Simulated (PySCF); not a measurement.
# [Yb(H2O)]2+: other functionals and bases at one geometry

An exercise on one series of results from a longer session: the logs are not shown, and one member is left open.

Computed with PySCF 2.14.0. Level: several levels, as the steps say, no spin–orbit coupling.

1 further run of the same task is left out (for a known fault of the program).

## The starting structure

4 atoms, charge 2, spin multiplicity 1.

Bond lengths: Yb1–O2 2.271 Å, O2–H3 0.978 Å, O2–H4 0.978 Å. Angles: Yb1–O2–H3 128.2°, Yb1–O2–H4 128.2°, H3–O2–H4 103.6°.

As a file:

```xyz
4

Yb    0.0000    0.0000   -0.0386
O     0.0000    0.0000    2.2323
H     0.7681    0.0000    2.8370
H    -0.7681    0.0000    2.8370
```

Formal oxidation states: Yb +2. An earlier session relaxed this geometry at PBE0, Yb def2-SVP with ECP28, O def2-SVP, H def2-SVP (singlet, point group C2v).

At PBE0 on the finer grid: E = -1234.872775 Eh, HOMO -18.61 eV, LUMO -12.28 eV, Mulliken charge on Yb1 +1.77 e, largest force component 0.010 eV/Å. 

Levels to run: revPBE; BLYP; PBE0, TZVP. Hardware: 2 threads of Intel Xeon at 2.50GHz (Skylake/Cascade Lake), shared host.

The first run:

run.py (the lines that set the calculation) reads:

```python
mol = gto.M(atom='''
Yb     0.00000     0.00000    -0.03856
O      0.00000     0.00000     2.23235
H      0.76812     0.00000     2.83703
H     -0.76812     0.00000     2.83703''',
    basis={'Yb': 'def2-SVP', 'O': 'def2-SVP', 'H': 'def2-SVP'},
    ecp={'Yb': 'def2-SVP'},
    charge=2, spin=0)
mf = dft.RKS(mol, xc='PBE_R,PBE')
mf.grids.atom_grid = (75, 302)  # f atoms: unpruned, at least (60, 302)
mf = mf.density_fit()  # fitting sets: Yb def2-universal-JKFIT, O def2-universal-JKFIT, H def2-universal-JKFIT
mf.conv_tol = 1e-08; mf.max_cycle = 55
mf.kernel(dm0)  # dm0: the density of the relaxed state
```

On the command line:

```
$ OMP_NUM_THREADS=2 python run.py
```

Among the steps run: revPBE; BLYP; PBE0, TZVP.

One of the session's tables, all rows but one given; the rest of the session is left out.

| level | HOMO (eV) | gap (eV) | charge on Yb1 (e) | dipole (D) | largest force component (eV/Å) |
| --- | --- | --- | --- | --- | --- |
| PBE0 (relaxed here) | -18.61 | 6.34 | 1.77 | 2.39 | 0.01 |
| revPBE | -15.64 | 2.42 | 1.74 | 2.50 | 0.45 |
| BLYP | -15.57 | 2.13 | 1.72 | 2.57 | 0.64 |
| PBE0, TZVP | ? | ? | ? | ? | ? |

Q: Estimate the row for PBE0, TZVP from the others.

As computed: HOMO (eV): -18.58; gap (eV): 6.25; charge on Yb1 (e): 1.82; dipole (D): 2.36; largest force component (eV/Å): 0.40. In the column «HOMO (eV)» it lies between PBE0 (relaxed here) (-18.61) and revPBE (-15.64).

The dipole of a charged species depends on the origin, so these sizes hold for this origin alone.

In one basis the HOMO–LUMO gap runs from 2.13 eV (BLYP) to 6.34 eV (PBE0). The largest leftover force, 0.64 eV/Å with BLYP, stands at a geometry relaxed at another level. Total energies of different levels can't be compared.
